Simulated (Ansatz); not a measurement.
Task: an atomisation energy of B2H6NP, SMILES BNBP, with Ansatz's Python interface. Give the script and its output. Use (for the species named): r2SCAN, def2-SVPD basis, multiplicity 1.

The script reads `b2h6np.xyz`:
```text
10

B    -1.45750    0.31700    0.86370
N    -0.83990    0.19250   -0.52300
B     0.41530   -0.66030   -0.39610
P     2.11690    0.03650   -0.98020
H    -0.90760    0.93860    1.70610
H    -2.46760   -0.24170    1.11950
H    -1.50940   -0.34610   -1.11720
H     0.34470   -1.77930   -0.01780
H     1.65940    1.41480   -1.02460
H     2.64560    0.12800    0.36960
```

`tae_b2h6np.py`:
```python
# -*- coding: utf-8 -*-
from collections import Counter

import ansatz as az


def total_energy(molecule, charge=0, unpaired=0):
    calc = molecule.calculation().basis(gaussian='def2-SVPD').functional('r2SCAN')
    if charge:
        calc = calc.charge(charge)
    if unpaired:
        calc = calc.spin('collinear', total=unpaired)
    return calc.run(threads=1, backend='cpu').report['free_energy_ev']

b2h6np = az.Crystal.molecule_from_extxyz('b2h6np.xyz')

unpaired = {'B': 1, 'N': 3, 'P': 3, 'H': 1}
counts = Counter(site.symbol for site in b2h6np.cartesian_sites)
atom_energy = {s: total_energy(az.Crystal.molecule().atom(s, (0, 0, 0)), 0, unpaired[s]) for s in counts}
whole = total_energy(b2h6np, 0, 0)
for s, e in atom_energy.items():
    print(f'{s:2s} x{counts[s]}  {e:14.5f} eV')
print(f'B2H6NP: {whole:.5f} eV')
split = sum(counts[s] * e for s, e in atom_energy.items()) - whole
print(f'atomisation energy (no zero-point term): {96.485332 * split:.1f} kJ/mol, {split / sum(counts.values()):.3f} eV an atom')
```

```console
$ python tae_b2h6np.py
B  x2      -669.60932 eV
N  x1     -1483.46268 eV
P  x1     -9282.53482 eV
H  x6       -13.58417 eV
B2H6NP: -12221.42797 eV
atomisation energy (no zero-point term): 3348.7 kJ/mol, 3.471 eV an atom
```

3348.7 kJ/mol from the electronic energies, without the zero-point term.

Reading the output:
- Total energies depend on the basis set; only differences at equal settings carry meaning.
- The geometry is a force-field or estimated start, not a minimum of this method, and the basis set is short of its limit. All parts are taken at fixed geometry, without zero-point energy.
- Timing: 8.1 s on 1 thread of Arm Neoverse V2, on a shared host, peak memory 0.23 GiB.
